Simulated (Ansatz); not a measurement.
The system is WAu.

```
CELL_PARAMETERS angstrom
0.00000 2.74798 2.74798
2.74798 0.00000 2.74798
2.74798 2.74798 0.00000
ATOMIC_POSITIONS crystal
W 0.00000 0.00000 0.00000
Au 0.75000 0.75000 0.75000
```

The cell was built by a generator and needn't be a form met in nature.

- Program: Ansatz 0.2.0
- Task: relaxation of cell and atoms
- Functional: PBEsol0
- Potentials or basis: Ansatz PAW
- Cutoff: 420 eV (not typed: the program's choice for these potentials)
- k mesh: 4 × 4 × 4
- Occupations: fermi-dirac, width 0.05 eV
- Spin: no spin polarisation

At the start: volume 20.75 Å³/atom.

Question: How do energy, volume and symmetry change on relaxing?

Answer: It ends after 5 steps and the volume is 23.31 Å³/atom (+12.3 %); space group F-43m (No. 216, to 0.05 Å).

Step by step:
| step | energy change (eV) | largest force (eV/Å) | volume (Å³) |
| --- | --- | --- | --- |
| 1 | 0.0000 | 0.0000 | 41.50 |
| 2 | -0.3187 | 0.0000 | 47.87 |
| 3 | -0.3335 | 0.0000 | 46.88 |
| 4 | -0.3343 | 0.0000 | 46.62 |
| 5 | -0.3371 | 0.0000 | 46.62 |

Final structure:
```
W Au
1.0
     0.00000    2.85660    2.85660
     2.85660    0.00000    2.85660
     2.85660    2.85660    0.00000
W Au
1 1
Direct
  0.00000 0.00000 0.00000
  0.75000 0.75000 0.75000
```

Caveat: the k mesh is coarse (spacing up to 0.50 Å⁻¹), so the values aren't converged, least of all with exact exchange; the plane-wave basis is chosen anew once the cell has moved, so the energies of steps on either side of that aren't comparable; the PAW data sets come from PBE, with cores solved anew for the run's functional, which leaves a small shift of forces and pressure.
